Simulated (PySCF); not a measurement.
# C6H9B: runs on many settings, part 1 of 2

Aim: see how C6H9B (`BC(=C)C(=C)C=C`) answers to the choice of functional, basis, grid and SCF options, and what happens with inputs that are wrong on purpose.

The runs use PySCF 2.14.0, with density-fitted response routines of our own; the level of theory stands in each step. All values are computed, except where a source is named. Atoms count from 0, in the outputs and in this text.

## (1) The molecule as given

16 atoms, charge 0, multiplicity 1; geometry from: GFN2-xTB.

Bonds of the start (Å): B0–C1 1.55, C1–C2 1.34, C1–C3 1.48, C3–C4 1.34, C3–C5 1.46, C5–C6 1.33, B0–H7 1.17, B0–H8 1.17, C2–H9 1.08, C2–H10 1.08, C4–H11 1.08, C4–H12 1.08, C5–H13 1.08, C6–H14 1.08, C6–H15 1.08.

## (2) Nuclear shieldings: PBE0/pcSseg-1

Job settings and geometry (Å):

```
{"job": {"kind": "nmr", "xc": "PBE0", "basis": "pcSseg-1"}, "charge": 0, "multiplicity": 1}
B     -0.679203     1.442846     1.022043
C     -0.869015     0.130570     0.214329
C     -2.060445    -0.246279    -0.264772
C      0.304159    -0.747862    -0.004139
C      0.265712    -2.054970     0.267263
C      1.521004    -0.127165    -0.512028
C      1.647268     1.162254    -0.800307
H     -1.398942     2.347260     0.842506
H      0.142063     1.503903     1.852598
H     -2.942907     0.353687    -0.114375
H     -2.200001    -1.172145    -0.803476
H      1.125020    -2.688945     0.121764
H     -0.617147    -2.526434     0.664193
H      2.357033    -0.799048    -0.662008
H      2.570193     1.578110    -1.167709
H      0.827609     1.853162    -0.667294
```

Method: GIAO PBE0/pcSseg-1 NMR shielding, non-relativistic, gas phase.

The run is started by

```bash
OMP_NUM_THREADS=1 python probes_run.py task.json out
```

The driver reads the jobs from task.json and runs them one after another.

What it wrote:

```text
coarse grid: 13184 points
cycle   1  E = -258.3704160370  dE =  7.671e-01  |g| = 3.585e-01  |ddm| = 3.618e+00
cycle   2  E = -258.3759121746  dE = -5.496e-03  |g| = 3.419e-01  |ddm| = 7.545e-01
cycle   3  E = -258.4072936701  dE = -3.138e-02  |g| = 7.343e-02  |ddm| = 4.109e-01
cycle   4  E = -258.4083447651  dE = -1.051e-03  |g| = 3.552e-02  |ddm| = 8.913e-02
cycle   5  E = -258.4086517410  dE = -3.070e-04  |g| = 7.557e-03  |ddm| = 3.392e-02
cycle   6  E = -258.4086675509  dE = -1.581e-05  |g| = 2.205e-03  |ddm| = 9.126e-03
cycle   7  E = -258.4086687266  dE = -1.176e-06  |g| = 7.782e-04  |ddm| = 2.543e-03
final grid: 126808 points
cycle   8  E = -258.4502343929  dE = -3.974e-05  |g| = 7.405e-03  |ddm| = 3.714e-02
cycle   9  E = -258.4502327228  dE =  1.670e-06  |g| = 7.828e-03  |ddm| = 1.582e-02
cycle  10  E = -258.4502493884  dE = -1.667e-05  |g| = 1.585e-03  |ddm| = 9.057e-03
cycle  11  E = -258.4502500091  dE = -6.208e-07  |g| = 2.809e-04  |ddm| = 1.461e-03
cycle  12  E = -258.4502500270  dE = -1.791e-08  |g| = 1.097e-04  |ddm| = 3.394e-04
cycle  13  E = -258.4502500303  dE = -3.235e-09  |g| = 3.958e-05  |ddm| = 1.383e-04
cycle  14  E = -258.4502500307  dE = -3.868e-10  |g| = 8.446e-06  |ddm| = 3.524e-05
converged SCF energy = -258.4502500307

GIAO shielding tensors (ppm)
atom      isotropic    diamagn.    paramagn.     s11        s22        s33       span
  0 B       27.263     193.489    -166.225    -25.135    -19.664    126.589    151.723
  1 C       22.637     258.708    -236.071    -90.439     -8.629    166.980    257.419
  2 C       39.885     254.014    -214.128    -63.956     28.321    155.291    219.246
  3 C       22.622     258.569    -235.947    -87.240     11.579    143.527    230.767
  4 C       64.410     253.087    -188.677    -23.412     67.179    149.465    172.878
  5 C       38.499     252.993    -214.494    -74.927     42.904    147.521    222.447
  6 C       65.734     257.881    -192.147    -39.611     73.878    162.936    202.546
  7 H       24.487      30.773      -6.287     18.610     26.484     28.367      9.757
  8 H       24.630      30.556      -5.926     17.986     26.315     29.589     11.603
  9 H       25.529      30.694      -5.164     22.999     25.332     28.257      5.258
 10 H       25.052      32.267      -7.215     20.697     25.408     29.050      8.353
 11 H       26.387      31.229      -4.842     24.468     25.310     29.382      4.914
 12 H       26.240      32.054      -5.814     23.565     25.264     29.891      6.327
 13 H       24.878      31.828      -6.950     22.727     23.806     28.099      5.372
 14 H       26.332      29.019      -2.687     24.699     25.156     29.142      4.443
 15 H       27.485      33.441      -5.956     25.056     26.408     30.992      5.936
```

Wall time 28 s (1 thread of Arm Neoverse V1, shared host); peak memory 0.77 GiB.

The references, computed at this level on geometries of the same kind, shield at (ppm): ¹H TMS 31.72, ¹³C TMS 186.9, ¹¹B BF3·OEt2 100.1. Their shielding less the atom's gives the shift. The references are single molecules in the gas phase. Atoms listed in one row are averaged.

| atoms | environment | σ (ppm) | δ (ppm) | δ scaled to CDCl3 |
| --- | --- | --- | --- | --- |
| C3 | fully substituted alkene carbon | 22.6 | 164.3 | 158.4 |
| C1 | fully substituted alkene carbon | 22.6 | 164.3 | 158.4 |
| C5 | alkene CH | 38.5 | 148.4 | 142.9 |
| C2 | terminal =CH2 carbon | 39.9 | 147.0 | 141.6 |
| C4 | terminal =CH2 carbon | 64.4 | 122.5 | 117.7 |
| C6 | terminal =CH2 carbon | 65.7 | 121.2 | 116.4 |
| H7, H8 | hydrogen on a boron bonded to C | 24.56 | 7.16 | – |
| H13 | hydrogen on an alkene CH | 24.88 | 6.84 | 6.55 |
| H10 | hydrogen on a terminal =CH2 carbon | 25.05 | 6.67 | 6.39 |
| H9 | hydrogen on a terminal =CH2 carbon | 25.53 | 6.19 | 5.94 |
| H12 | hydrogen on a terminal =CH2 carbon | 26.24 | 5.48 | 5.27 |
| H14 | hydrogen on a terminal =CH2 carbon | 26.33 | 5.38 | 5.18 |
| H11 | hydrogen on a terminal =CH2 carbon | 26.39 | 5.33 | 5.13 |
| H15 | hydrogen on a terminal =CH2 carbon | 27.49 | 4.23 | 4.10 |
| B0 | boron bonded to C, 2 H | 27.3 | 72.8 | – |

The scaled column applies a straight-line fit of computed shieldings to shifts measured in CDCl3 (root-mean-square error 0.16 ppm for H, 1.9 ppm for C).

The run also stored atomic charges by several schemes (e):

| atoms | Mulliken | IAO | Hirshfeld | ESP fit |
| --- | --- | --- | --- | --- |
| B0 | 0.21 | 0.01 | 0.12 | 0.24 |
| C1 | -0.44 | -0.12 | -0.06 | 0.04 |
| C2 | -0.05 | -0.24 | -0.06 | -0.41 |
| C3 | -0.24 | 0.02 | 0.01 | 0.14 |
| C4 | -0.04 | -0.32 | -0.10 | -0.51 |
| C5 | -0.10 | -0.13 | -0.04 | -0.15 |
| C6 | -0.14 | -0.30 | -0.09 | -0.42 |

Mayer bond orders: B0–C1 0.98, C1–C2 1.91, C1–C3 1.01, C3–C4 1.90, C3–C5 1.09, C5–C6 1.91.

The fields below are evaluated on a grid from the run's orbitals.

Frontier orbitals at PBE0/pcSseg-1, with the share of their density that lies nearest to each atom:

| orbital | energy (eV) | lies on |
| --- | --- | --- |
| HOMO | -6.79 | C4 28 %; C6 20 %; C3 15 % |
| LUMO | -1.91 | B0 34 %; C2 20 %; C1 8 % |

ELF in a plane through or near 5 of the atoms.

Ten even steps from ' ' (0.00) to '@' (1.00):
```
                                                        
                                                        
                                                        
                    ::--::                              
                  ==%%%%##::                            
                  ::####**..    **%%==                  
            ::..      ....    ##@@@@%%::::****..        
        ::@@@@@@##    ..--::  %%@@@@%%**@@@@@@%%::      
        ++@@@@@@@@++******==  ..****::::@@@@@@@@==      
        ..##@@@@..::@@%%**==..  ++%%##++**%%##==        
            ::**++--**++==**==++++++**==..              
            ==@@@@%%::  ::++**##**++##%%##--            
            --%%%%==    ==%%##--..--%%@@@@%%..          
                      ::++##++::    --%%%%==            
                    ..::======--..                      
                      ....::::--::                      
                              ..                        
                                                        
                                                        
                                                        
```
The map spans 11.2 Å across and 10.8 Å up, centred on the molecule. Atoms in the plane (x, y in Å): C2 (-2.0, 0.1), C6 (2.0, 0.8), H9 (-2.8, 0.8), H14 (3.0, 1.0), H15 (1.3, 1.6).

On the surface of density 0.002 e/bohr³ the electrostatic potential runs, from the 1st to the 99th percentile, from -0.67 V near C4 to 0.87 V near B0.

## (3) Ultraviolet spectrum: PBE0/def2-SVPD

The job, as its differences from that of step 2:

```diff
@@ -1,2 +1,2 @@
-{"job": {"kind": "nmr", "xc": "PBE0", "basis": "pcSseg-1"}, "charge": 0, "multiplicity": 1}
+{"job": {"kind": "uv", "xc": "PBE0", "basis": "def2-SVPD", "nstates": 6, "ntriplets": 2}, "charge": 0, "multiplicity": 1}
 B     -0.679203     1.442846     1.022043
```

With the program's defaults for keys left out, this is: TDDFT PBE0/def2-SVPD, vertical, gas phase, core orbitals frozen in the response.

What it wrote:

```text
coarse grid: 13184 points
cycle   1  E = -258.2289439295  dE =  7.047e-01  |g| = 3.433e-01  |ddm| = 7.588e+00
cycle   2  E = -258.2329430564  dE = -3.999e-03  |g| = 3.325e-01  |ddm| = 2.216e+00
cycle   3  E = -258.2635840639  dE = -3.064e-02  |g| = 7.651e-02  |ddm| = 9.043e-01
cycle   4  E = -258.2647588938  dE = -1.175e-03  |g| = 3.722e-02  |ddm| = 1.983e-01
cycle   5  E = -258.2651035976  dE = -3.447e-04  |g| = 7.394e-03  |ddm| = 7.258e-02
cycle   6  E = -258.2651191539  dE = -1.556e-05  |g| = 2.240e-03  |ddm| = 2.194e-02
cycle   7  E = -258.2651204235  dE = -1.270e-06  |g| = 7.912e-04  |ddm| = 5.595e-03
final grid: 126808 points
cycle   8  E = -258.3062764108  dE = -4.404e-05  |g| = 7.039e-03  |ddm| = 2.476e-01
cycle   9  E = -258.3062743565  dE =  2.054e-06  |g| = 7.575e-03  |ddm| = 4.488e-02
cycle  10  E = -258.3062905470  dE = -1.619e-05  |g| = 1.543e-03  |ddm| = 1.948e-02
cycle  11  E = -258.3062911490  dE = -6.020e-07  |g| = 2.758e-04  |ddm| = 2.999e-03
cycle  12  E = -258.3062911665  dE = -1.753e-08  |g| = 1.145e-04  |ddm| = 8.481e-04
cycle  13  E = -258.3062911701  dE = -3.618e-09  |g| = 4.296e-05  |ddm| = 3.479e-04
cycle  14  E = -258.3062911706  dE = -4.720e-10  |g| = 9.483e-06  |ddm| = 1.129e-04
converged SCF energy = -258.3062911706

Static polarisability (au): isotropic 89.468, principal 65.880 92.460 110.064

Singlet excitations
state   eV       nm        f      main configurations
  1   3.8251    324.1   0.01713   H->L 0.97
  2   5.1563    240.5   0.04427   H-1->L 0.69, H-2->L 0.15
  3   5.4289    228.4   0.00663   H-2->L 0.75, H-3->L 0.10, H-1->L 0.10
  4   5.5020    225.3   0.27282   H->L+1 0.73, H-1->L+1 0.20
  5   5.8154    213.2   0.01244   H-3->L 0.76
  6   5.9953    206.8   0.08806   H-1->L+1 0.50, H->L+2 0.36, H->L+1 0.10

Triplet excitations (Tamm-Dancoff, eV): 2.9824 3.3530
```

It took 37 s on 1 thread of Arm Neoverse V1, shared host; peak memory 0.9 GiB.

The orbitals next to the gap, with their largest atomic shares:

| orbital | eV | atoms |
| --- | --- | --- |
| HOMO−3 | -9.41 | B0 26 %, H8 17 %, C2 10 % |
| HOMO−2 | -8.92 | B0 19 %, C1 17 %, C3 14 % |
| HOMO−1 | -8.07 | C1 28 %, C2 27 %, C6 9 % |
| HOMO | -6.81 | C4 27 %, C6 19 %, C3 18 % |
| LUMO | -1.94 | B0 34 %, C2 22 %, C1 15 % |
| LUMO+1 | -0.97 | C4 24 %, C6 23 %, C3 16 % |
| LUMO+2 | 0.37 | C1 19 %, C2 14 %, B0 13 % |

With each of the 6 states as a Gaussian band of 0.4 eV half-width at 1/e, the curve within the window shown has maxima at 324 nm (ε 690), 225 nm (ε 13,000) L/(mol cm). Beyond the last state computed it falls off for lack of states. The curve at chosen wavelengths:

```csv
nm,ε (L/mol/cm)
197,2370
204,5142
212,8988
219,12172
227,13044
234,10640
242,6520
249,3582
257,1566
264,689
272,262
279,149
287,174
294,272
302,425
309,557
317,662
324,694
332,659
339,582
347,467
354,363
362,256
369,180
377,115
384,75
```

Leading natural transition orbitals of singlet state 4: the hole lies on C2 23 %; C1, C4 about 18 % each; C3 9 %; the particle on C3, C4, C6 about 17 % each; C5 11 %; H12 8 %.

Leading natural transition orbitals of singlet state 1: the hole lies on C4 28 %; C6 21 %; C3 15 %; the particle on B0 36 %; C2 18 %; H7, H8 about 8 % each.

Further results of this job:

| property | computed |
| --- | --- |
| dipole moment (D) | 0.93 |
| polarisability (Å³) | 13.26 |
| HOMO–LUMO gap (eV) | 4.87 |
| −ε(HOMO) (eV) | 6.81 |

## (4) Spin-spin couplings: PBE0/aug-cc-pVDZ

The job, as its differences from that of step 3:

```diff
@@ -1,2 +1,2 @@
-{"job": {"kind": "uv", "xc": "PBE0", "basis": "def2-SVPD", "nstates": 6, "ntriplets": 2}, "charge": 0, "multiplicity": 1}
+{"job": {"kind": "j", "xc": "PBE0", "basis": "aug-cc-pVDZ", "scf": {"max_cycle": 50}}, "charge": -1, "multiplicity": 1}
 B     -0.679203     1.442846     1.022043
```

Method: PBE0/aug-cc-pVDZ.

What it wrote:

```text
RuntimeError: Electron number 51 and spin 0 are not consistent
Note mol.spin = 2S = Nalpha - Nbeta, not 2S+1
```

Wall time 0.02 s (1 thread of Arm Neoverse V1, shared host).

Diagnosis: Charge and multiplicity don't fit the number of electrons: an even count needs an odd multiplicity, and the reverse. Cure: mend the charge or the multiplicity.

## (5) Excited states and response: PBE0/3-21G

The job, as its differences from that of step 4:

```diff
@@ -1,2 +1,2 @@
-{"job": {"kind": "j", "xc": "PBE0", "basis": "aug-cc-pVDZ", "scf": {"max_cycle": 50}}, "charge": -1, "multiplicity": 1}
+{"job": {"kind": "uv", "xc": "PBE0", "basis": "3-21G", "nstates": 3, "ntriplets": 5, "tda": false, "scf": {"conv": 1e-07}}, "charge": 0, "multiplicity": 1}
 B     -0.679203     1.442846     1.022043
```

With the program's defaults for keys left out, this is: TDDFT PBE0/3-21G, vertical, gas phase, core orbitals frozen in the response.

What it wrote:

```text
final grid: 126808 points
cycle   1  E = -257.0412728032  dE =  6.717e-01  |g| = 2.766e-01  |ddm| = 3.902e+00
cycle   2  E = -257.0483606168  dE = -7.088e-03  |g| = 2.334e-01  |ddm| = 6.467e-01
cycle   3  E = -257.0626172625  dE = -1.426e-02  |g| = 6.658e-02  |ddm| = 3.520e-01
cycle   4  E = -257.0636135714  dE = -9.963e-04  |g| = 2.718e-02  |ddm| = 8.772e-02
cycle   5  E = -257.0638008659  dE = -1.873e-04  |g| = 5.833e-03  |ddm| = 2.980e-02
cycle   6  E = -257.0638101360  dE = -9.270e-06  |g| = 1.741e-03  |ddm| = 8.004e-03
cycle   7  E = -257.0638109515  dE = -8.155e-07  |g| = 4.643e-04  |ddm| = 2.350e-03
cycle   8  E = -257.0638110109  dE = -5.933e-08  |g| = 1.185e-04  |ddm| = 5.678e-04
converged SCF energy = -257.0638110109

Static polarisability (au): isotropic 70.534, principal 40.375 77.208 94.019

Singlet excitations
state   eV       nm        f      main configurations
  1   3.8721    320.2   0.01717   H->L 0.97
  2   5.3386    232.2   0.05082   H-1->L 0.65, H-2->L 0.21
  3   5.5746    222.4   0.01516   H-2->L 0.71, H-1->L 0.14, H-3->L 0.12

Triplet excitations (Tamm-Dancoff, eV): 3.0529 3.4442 4.1370 4.9909 5.1245
```

Run time: 6.9 s. Hardware: 1 thread of Arm Neoverse V1, shared host; peak memory 0.55 GiB.

This run: HOMO -6.59 eV, LUMO -1.68 eV; lowest singlet 3.87 eV.

(Continued in part 2 of 2.)
